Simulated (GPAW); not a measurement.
# GaNH2F (SMILES [NH2][Ga][F]) at URPBE-D3(0)/plane waves (scalar-relativistic datasets, plane-wave cutoff 450 eV)

Aim: a structure relaxation of GaNH2F. The job is set up through an ASE script.

The results are computed with GPAW 26.7.0.

5 further runs of the same task are left out: 1 that didn't finish, 4 set aside as unsound or not needed.

### 1 Starting point

GaNH2F: 5 atoms, total charge 0, spin state doublet. As SMILES, `[NH2][Ga][F]`. All atoms were displaced at random from a relaxed shape. The run starts from this shape.

Bond lengths: N1–Ga2 2.007 Å, Ga2–F3 1.692 Å, N1–H4 0.928 Å, N1–H5 1.067 Å. Angles: N1–Ga2–F3 111.7°, Ga2–N1–H4 109.0°, Ga2–N1–H5 111.4°, H4–N1–H5 100.1°.

### 2 A structure relaxation at URPBE-D3(0)/plane waves (scalar-relativistic datasets, plane-wave cutoff 450 eV)

File molecule.xyz:

```xyz
5

N     -0.176297     0.627714    -0.566004
Ga     0.704558    -0.194393     1.039072
F      1.136557    -1.806454     0.757890
H     -0.754262     0.007590    -0.944565
H     -0.873074     1.384651    -0.282531
```

File relax.py:

```python
from ase.calculators.mixing import SumCalculator
from ase.io import read, write
from ase.optimize import LBFGSLineSearch
from dftd3.ase import DFTD3
from gpaw import GPAW, PW

molecule = read("molecule.xyz")
molecule.set_cell([13.0, 13.0, 13.0])
molecule.center()
molecule.set_initial_magnetic_moments([0.333333, 0.333333, 0.333333, 0.0, 0.0])

calc = GPAW(mode=PW(450),
            xc="RPBE",
            occupations={"name": "fermi-dirac", "width": 0.0, "fixmagmom": True},
            maxiter=100,
            symmetry="off",
            txt="-")
molecule.calc = SumCalculator([DFTD3(method="RPBE", damping="d3zero"), calc])

opt = LBFGSLineSearch(molecule, trajectory="molecule.traj")
converged = opt.run(fmax=0.03, steps=60)
print("Converged:", converged)
print(f"Final energy = {molecule.get_potential_energy():.5f} eV")
print(f"r(F2-Ga1)               {molecule.get_distance(2, 1):.4f} Ang")
print(f"r(H4-N0)                {molecule.get_distance(4, 0):.4f} Ang")
write("relaxed.xyz", molecule)
```

The run is started by

```sh
$ python relax.py > relax.log
```

Output:

```text
[...]
  mode=PW(ecut=450.00000000000006),
[...]
Number of symmetries: 1
[...]
  Number of IBZ points: 1
[...]
Cutoff: 450.00000000000006 eV
Spin-components: 2 (collinear spins)
Bands:           14
[...]
  Valence electrons: 17.0
[...]
  Grid points: [64 64 64]
  Charge: 0.0  # |e|
[...]
    cutoffs:
[...]
occupation numbers:
  Fixed magnetic moment: 1.000
[...]
xc functional:
  name: RPBE with 2 nearest neighbor stencil
[...]
|iter     |     time |      energy | eigst |  dens |  magmom |
[...]
|iter:   1| 00:00:02 |  -22.395856 | +0.26 |       |  +0.9838|
[...]
Converged in 12 steps
[...]
dipole moment: (-0.295928, 0.324421, 0.158747)  # |e|*Ang
Total magnetic moment: (0.000000, 0.000000, 0.999998)
[...]
Converged in 11 steps
[...]
Converged in 6 steps
[...]
Converged in 6 steps
[...]
Converged in 8 steps
[...]
|iter:   6| 00:08:03 |  -19.912768c| -7.95c| -4.14c|  +1.0000|
Converged in 6 steps
[...]
Energy contributions relative to reference atoms: (reference = -57115.998398)
Energy contributions:
  Kinetic:          17.114632
  Coulomb:         -17.606556
  Zero:              0.201596
  External:          0.000000
  Xc:              -19.622440
  Entropy:           0.000000
  Spinorbit:         0.000000
  ----------------------------
  Free energy:     -19.912768
  Extrapolated:    -19.912768
[...]
Total magnetic moment: (0.000000, 0.000000, 1.000004)
Local magnetic moments
|        x |        y |         z |
|----------|----------|-----------|
| 0.000000 | 0.000000 |  0.116408 |  # N    0
| 0.000000 | 0.000000 |  0.236515 |  # Ga   1
| 0.000000 | 0.000000 |  0.070204 |  # F    2
| 0.000000 | 0.000000 |  0.000426 |  # H    3
| 0.000000 | 0.000000 | -0.002061 |  # H    4
Fermi levels: -5.560, -4.411
Eigenvalues  # (at kpt = [0.000, 0.000, 0.000])
[...]
Gap: 1.172 eV
Transition (v -> c):
[...]
Forces  # eV/Ang
|        x |        y |        z |
|----------|----------|----------|
| -0.00236 |  0.02417 | -0.00801 |  # N    0
| -0.04652 |  0.00658 | -0.04685 |  # Ga   1
|  0.00876 | -0.01787 |  0.01103 |  # F    2
|  0.02186 |  0.01142 |  0.04816 |  # H    3
| -0.00064 | -0.01511 |  0.01569 |  # H    4
Force computation time: 0.650  # s
LBFGSLineSearch:   22 hh:mm:ss      -19.952028        0.026718
Converged: True
Final energy = -19.95203 eV
r(F2-Ga1)               1.8491 Ang
r(H4-N0)                1.0344 Ang
```

Wall time 8.1 min (1 thread of Arm Neoverse V2, shared host); peak memory 0.98 GiB.

Steps, from the record of the run:

```tsv
step	energy from the first frame kept (eV)	largest force (eV/Å)
0	0.0000	6.3159
1	-0.5930	2.7912
2	-0.6894	1.0379
3	-0.7058	0.5663
4	-0.7176	0.2698
5	-0.7192	0.1339
6	-0.7200	0.0840
7	-0.7208	0.1219
8	-0.7219	0.1700
9	-0.7257	0.1776
10	-0.7268	0.1003
11	-0.7271	0.0650
12	-0.7275	0.1501
13	-0.7287	0.0485
14	-0.7293	0.0569
15	-0.7297	0.0567
16	-0.7302	0.0709
17	-0.7344	0.3012
18	-0.7359	0.0652
19	-0.7360	0.0327
20	-0.7361	0.0376
21	-0.7366	0.0491
22	-0.7367	0.0267
```

After the run. Bond lengths: N1–Ga2 1.962 Å, Ga2–F3 1.849 Å, N1–H4 1.038 Å, N1–H5 1.034 Å. Angles: N1–Ga2–F3 110.6°, Ga2–N1–H4 107.2°, Ga2–N1–H5 110.2°, H4–N1–H5 105.6°.

### 3 Results

Level: URPBE-D3(0)/plane waves (scalar-relativistic datasets, plane-wave cutoff 450 eV).

```
                                              quantity         value
energy as printed (from the program's reference atoms)   -19.9520 eV
                                         dipole moment        3.26 D
                   HOMO energy (from the vacuum level)      -5.74 eV
                   LUMO energy (from the vacuum level)      -4.60 eV
                                     dispersion energy  -3.79 kJ/mol
```

What this shows: At the final geometry: Bond lengths: N1–Ga2 1.962 Å, Ga2–F3 1.849 Å, N1–H4 1.038 Å, N1–H5 1.034 Å. Angles: N1–Ga2–F3 110.6°, Ga2–N1–H4 107.2°, Ga2–N1–H5 110.2°, H4–N1–H5 105.6°. The optimisation took 22 steps and changed the energy by -0.737 eV.
